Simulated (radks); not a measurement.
**Os²⁺ in [Kr] 4d10 4f14 5s2 5p5.75 5d6 6d0.25: an all-electron calculation**

What are the levels of the osmium ion Os2+, how large are its shells, and how does its energy divide?

The numbers are computed with radks (a radial shooting solver on a logarithmic mesh, Libxc functionals) version 1 (Dirac Kohn-Sham, PBE, spin-unpolarised, spherical densities, finite nucleus; open shells are shared between the two j in proportion to 2j + 1), except any that are marked as measured or tabulated.

## Step 1: What is computed

| Quantity | Value |
| --- | --- |
| element | osmium (Z = 76) |
| charge | +2 |
| electrons | 74 |
| configuration | [Kr] 4d10 4f14 5s2 5p5.75 5d6 6d0.25 |
| nuclear rms radius | 5.4126 fm |

## Step 2: The calculation

The run's settings:

```text
Z 76
configuration [Kr] 4d10 4f14 5s2 5p5.75 5d6 6d0.25 6s0 6p0
relativity Dirac
functional pbe,pbe
spin unpolarised
j_filling average
nucleus finite rms 5.4126 fm
c 137.035999084
```

What does the calculation give?

The runs gave:

```
                        quantity                   value
                    total energy     -17277.0634 hartree
exchange-correlation share of it                  1.97 %
                            −T/E                  1.1345
          highest occupied level        6d5/2, -7.532 eV
    most extended occupied level  6d5/2, <r> = 5.24 bohr
 radius at density 0.001 e/bohr³               3.74 bohr
    maxima of the radial density                       4
```

**Reading.** 6 principal shells are occupied and 4 maxima appear in the radial density; where shells overlap, one shows as a shoulder or not at all. Relativity lifts −T/E to 1.135. This is not the tabulated ground configuration, so its levels and sizes aren't those of the ground state, and no measured value stands beside it.
